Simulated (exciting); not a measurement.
# HoTe (Fm-3m) in exciting: reference runs

How does HoTe come out in PBEsol? The cell is run as given.

Everything below comes from runs of exciting (release sodium). Logs are shortened: lines on timing, memory, paths and dates and some standing lists are left out, and cuts for length are marked.

**1. The structure**

It takes space group Fm-3m (No. 225, cubic). The conventional cell has a = 6.090 Å, b = 6.090 Å, c = 6.090 Å, α = 90.00°, β = 90.00°, γ = 90.00°. Ho (site symmetry m-3m) is surrounded by 6 Te at 3.04 Å. Around Te (site symmetry m-3m) lie 6 Ho at 3.04 Å.

**2. Single point, PBEsol, collinear spin, ferromagnetic start**

Contents of input.xml:

```xml
<input>
  <title>HoTe</title>
  <structure speciespath="./" tshift="false">
    <crystal scale="1">
      <basevect>0.000000000000 5.754216049485 5.754216049485</basevect>
      <basevect>5.754216049485 0.000000000000 5.754216049485</basevect>
      <basevect>5.754216049485 5.754216049485 0.000000000000</basevect>
    </crystal>
    <species speciesfile="Ho.xml" rmt="2.3">
      <atom coord="0.000000000000 0.000000000000 0.000000000000" bfcmt="0 0 -8"/>
    </species>
    <species speciesfile="Te.xml" rmt="2.3">
      <atom coord="0.500000000000 0.500000000000 0.500000000000" bfcmt="0 0 0"/>
    </species>
  </structure>
  <groundstate do="fromscratch" ngridk="8 8 8" rgkmax="9.5" gmaxvr="14" lmaxapw="10" lmaxmat="10" lmaxvr="8" xctype="GGA_PBE_SOL" stype="Fermi Dirac" swidth="0.00183747" nempty="26" ValenceRelativity="iora*" epsengy="1e-05" epspot="1e-05" maxscl="90" tforce="true" outputlevel="normal">
    <spin reducebf="0.5"/>
  </groundstate>
</input>
```

Potentials or basis: all-electron LAPW+lo, shipped species files, valence relativity iora*.

On the command line:

```sh
> OMP_NUM_THREADS=1 exciting_smp
```

INFO.OUT:

```text
================================================================================
EXCITING SODIUM started
[... 10 lines left out ...]

 Lattice vectors (cartesian) :
      0.0000000000      5.7542160495      5.7542160495
      5.7542160495      0.0000000000      5.7542160495
      5.7542160495      5.7542160495      0.0000000000

 Reciprocal lattice vectors (cartesian) :
     -0.5459636250      0.5459636250      0.5459636250
      0.5459636250     -0.5459636250      0.5459636250
      0.5459636250      0.5459636250     -0.5459636250

 Unit cell volume                           :     381.0557222065
 Brillouin zone volume                      :       0.6509552251

 Species :    1 (Ho)
     parameters loaded from                 :    Ho.xml
     name                                   :    holmium
     nuclear charge                         :     -67.00000000
     electronic charge                      :      67.00000000
     atomic mass                            :  300649.58110000
     muffin-tin radius                      :       2.30000000
     # of radial points in muffin-tin       :     450

     atomic positions (lattice) :
       1 :   0.00000000  0.00000000  0.00000000

     magnetic fields (cartesian) :
       1 :   0.00000000  0.00000000 -8.00000000

 Species :    2 (Te)
     parameters loaded from                 :    Te.xml
     name                                   :    tellurium
     nuclear charge                         :     -52.00000000
     electronic charge                      :      52.00000000
     atomic mass                            :  232600.57070000
     muffin-tin radius                      :       2.30000000
     # of radial points in muffin-tin       :     400

     atomic positions (lattice) :
       1 :   0.50000000  0.50000000  0.50000000

     magnetic fields (cartesian) :
       1 :   0.00000000  0.00000000  0.00000000

 Total number of atoms per unit cell        :       2

 Spin treatment                             :    spin-polarised
 Global magnetic field (cartesian) :        0.00000000   0.00000000   0.00000000
 collinear magnetisation in z-direction

 Number of Bravais lattice symmetries       :      48
 Number of crystal symmetries               :      48

 k-point grid                               :       8    8    8
 Total number of k-points                   :      29
 k-point set is reduced with crystal symmetries

 R^MT_min * |G+k|_max (rgkmax)              :       9.50000000
 Species with R^MT_min                      :       1 (Ho)
 Maximum |G+k| for APW functions            :       4.13043478
 Maximum |G| for potential and density      :      14.00000000

 G-vector grid sizes                        :      40    40    40
 Total number of G-vectors                  :   17573

 Maximum angular momentum used for
     APW functions                          :      10
     computing H and O matrix elements      :      10
     potential and density                  :       8
     inner part of muffin-tin               :       2

 Total nuclear charge                       :    -119.00000000
 Total electronic charge                    :     119.00000000
 Total core charge                          :      82.00000000
 Total valence charge                       :      37.00000000

 Number of empty states                     :      26
 Total number of valence states             :      90

 Maximum Hamiltonian size                   :     503
 Maximum number of plane-waves              :     469
 Total number of local-orbitals             :      34

 Exchange-correlation type                  :      22
[... 23 lines left out ...]
+ SCF iteration number :    1                                                  +
++++++++++++++++++++++++++++++++++++++++++++++++++++++++++++++++++++++++++++++++
 Total energy                               :    -19257.68471956
 _______________________________________________________________
 Fermi energy                               :         0.40265589
 Kinetic energy                             :     21170.09982643
 Coulomb energy                             :    -39990.84459270
 Exchange energy                            :      -429.42057737
 Correlation energy                         :        -7.51937592
 No external B-field energy in total energy

 DOS at Fermi energy (states/Ha/cell)       :       284.82819533

 Electron charges :
     core                                   :        82.00000000
     core leakage                           :         0.00231013
     valence                                :        37.00000000
     interstitial                           :         7.29395209
     charge in muffin-tin spheres :
                  atom     1    Ho          :        62.23160506
                  atom     2    Te          :        49.47444285
     total charge in muffin-tins            :       111.70604791
     total charge                           :       119.00000000
[... 338 lines left out ...]
 Moments :
     interstitial                           :        -0.03186080
     moment in muffin-tin spheres :
                  atom     1    Ho          :         3.34332650
                  atom     2    Te          :        -0.01246043
     total moment in muffin-tins            :         3.33086607
     total moment                           :         3.29900527

 RMS change in effective potential (target) :  0.997640E-03  ( 0.100000E-04)
 Absolute change in total energy   (target) :  0.840522      ( 0.100000E-04)
 Charge distance                   (target) :  0.832518E-03  ( 0.100000E-04)
 Abs. change in max-nonIBS-force   (target) :   0.00000      ( 0.500000E-04)

++++++++++++++++++++++++++++++++++++++++++++++++++++++++++++++++++++++++++++++++
[... 20 further cycles ...]
+ SCF iteration number :   31                                                  +
++++++++++++++++++++++++++++++++++++++++++++++++++++++++++++++++++++++++++++++++
 Total energy                               :    -19418.59744481
 _______________________________________________________________
 Fermi energy                               :         0.32397423
 Kinetic energy                             :     21074.51343079
 Coulomb energy                             :    -40051.97218316
 Exchange energy                            :      -433.55749335
 Correlation energy                         :        -7.58119909
 No external B-field energy in total energy

 DOS at Fermi energy (states/Ha/cell)       :       207.19454835

 Electron charges :
     core                                   :        82.00000000
     core leakage                           :         0.00226866
     valence                                :        37.00000000
     interstitial                           :         5.54007153
     charge in muffin-tin spheres :
                  atom     1    Ho          :        64.30922055
                  atom     2    Te          :        49.15070792
     total charge in muffin-tins            :       113.45992847
     total charge                           :       119.00000000
[... 343 lines left out ...]
 Moments :
     interstitial                           :        -0.02021642
     moment in muffin-tin spheres :
                  atom     1    Ho          :         3.35592575
                  atom     2    Te          :        -0.01365674
     total moment in muffin-tins            :         3.34226901
     total moment                           :         3.32205259

 RMS change in effective potential (target) :  0.156205E-08  ( 0.100000E-04)
 Absolute change in total energy   (target) :  0.282710E-05  ( 0.100000E-04)
 Charge distance                   (target) :  0.744685E-09  ( 0.100000E-04)
 Abs. change in max-nonIBS-force   (target) :   0.00000      ( 0.500000E-04)

++++++++++++++++++++++++++++++++++++++++++++++++++++++++++++++++++++++++++++++++
| Convergency criteria checked for the last 2 iterations                       +
| Convergence targets achieved. Performing final SCF iteration                 +
++++++++++++++++++++++++++++++++++++++++++++++++++++++++++++++++++++++++++++++++
 Total energy                               :    -19418.59741098
 _______________________________________________________________
 Fermi energy                               :         0.32397424
 Kinetic energy                             :     21074.51345141
 Coulomb energy                             :    -40051.97217085
 Exchange energy                            :      -433.55749246
 Correlation energy                         :        -7.58119908
 No external B-field energy in total energy

 DOS at Fermi energy (states/Ha/cell)       :       207.19443198

 Electron charges :
     core                                   :        82.00000000
     core leakage                           :         0.00226866
     valence                                :        37.00000000
     interstitial                           :         5.54007195
     charge in muffin-tin spheres :
                  atom     1    Ho          :        64.30922006
                  atom     2    Te          :        49.15070800
     total charge in muffin-tins            :       113.45992805
     total charge                           :       119.00000000

 Moments :
     interstitial                           :        -0.02021642
     moment in muffin-tin spheres :
                  atom     1    Ho          :         3.35592577
                  atom     2    Te          :        -0.01365674
     total moment in muffin-tins            :         3.34226903
     total moment                           :         3.32205261

++++++++++++++++++++++++++++++++++++++++++++++++++++++++++++++++++++++++++++++++
+ Self-consistent loop stopped                                                 +
++++++++++++++++++++++++++++++++++++++++++++++++++++++++++++++++++++++++++++++++
 STATE.OUT is written

--------------------------------------------------------------------------------
- Writing atomic positions and forces                                          -
--------------------------------------------------------------------------------

 Atomic positions (lattice) :
 atom     1  Ho  :     0.00000000    0.00000000    0.00000000
 atom     2  Te  :     0.50000000    0.50000000    0.50000000

 Total atomic forces including IBS (cartesian) :
 atom     1  Ho  :    -0.00000000    0.00000000    0.00000000
 atom     2  Te  :     0.00000000    0.00000000   -0.00000000

 Atomic force components including IBS (cartesian) :
 atom     1  Ho  :     0.00000000   -0.00000000   -0.00000000   HF force
                 :    -0.00000000    0.00000000   -0.00000000   core correction
                 :     0.00000000   -0.00000000    0.00000000   IBS correction
 atom     2  Te  :    -0.00000000    0.00000000    0.00000000   HF force
                 :     0.00000000   -0.00000000    0.00000000   core correction
                 :     0.00000000    0.00000000   -0.00000000   IBS correction

********************************************************************************
[... 7 lines left out ...]
| EXCITING SODIUM stopped                                                      =
================================================================================
```

It took 9.6 min on 1 thread of Arm Neoverse V2, shared host; peak memory 0.19 GiB.

What came out:

```
Free energy                                       : -528407.0152 eV
Band gap on the k mesh                            : none (metal or under the smearing width)
Net moment                                        : 3.32 μB per cell
Site moments                                      : Ho +3.36; Te -0.01 μB
All electrons inside the program's atomic spheres : Ho 64.31; Te 49.15 (radii Ho 2.3, Te 2.3 bohr)
```

Caveat: the magnetic or orbital state may not be the lowest; the log's total energy holds no entropy term; the free energy is that total less TS from the occupations; spin-orbit coupling is left out, which moves the levels of the heavy elements; without U or exact exchange the open f shell lies at the Fermi level, which spoils levels, moments and volumes.
